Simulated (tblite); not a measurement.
# C3H11N3Si2: the cost of one run

Computed with tblite 0.8.0 and PySCF 2.14.0, with density-fitted response routines of our own, on a single molecule in the gas phase. Atoms are numbered from 0 throughout.

### Step 1. The starting structure

19 atoms, charge 0, multiplicity 1; geometry from: force field or distance geometry start.

Bonds of the start (Å): C0–N1 1.47, N1–C2 1.46, C2–Si3 1.88, Si3–C4 1.89, C4–N5 1.16, Si3–Si6 2.31, Si6–N7 1.71, C0–H8 1.09, C0–H9 1.10, C0–H10 1.10, N1–H11 1.03, C2–H12 1.10, C2–H13 1.09, Si3–H14 1.48, Si6–H15 1.48, Si6–H16 1.48, N7–H17 1.03, N7–H18 1.02.

### Step 2. Optimising the geometry with GFN2-xTB

What the job is given:

```
{"job": {"kind": "relax", "xc": "GFN2-xTB", "basis": "xTB"}, "charge": 0, "multiplicity": 1}
C      3.245000     0.519000     0.010800
N      2.167600    -0.359400    -0.462900
C      0.859800     0.157100    -0.069300
Si    -0.533200    -0.841800    -0.849200
C     -0.664300    -2.554900    -0.070200
N     -0.751900    -3.605400     0.405400
Si    -2.527400     0.217500    -0.342000
N     -2.819700     0.491400     1.321300
H      4.211800     0.105500    -0.279400
H      3.221500     0.620900     1.106200
H      3.147900     1.512700    -0.443600
H      2.317500    -1.289000    -0.033400
H      0.746800     1.195300    -0.415600
H      0.753000     0.164700     1.016000
H     -0.384800    -0.917400    -2.324700
H     -3.698700    -0.554800    -0.806300
H     -2.569000     1.557700    -0.962000
H     -3.093400    -0.391500     1.772300
H     -3.638400     1.098000     1.419200
```

Run with:

```bash
$ OMP_NUM_THREADS=1 python probes_run.py task.json out
```

The driver reads the jobs from task.json and runs them one after another.

**Question.** How long does this first job take on 1 thread of Arm Neoverse N1, shared host?

About 1.4 s.
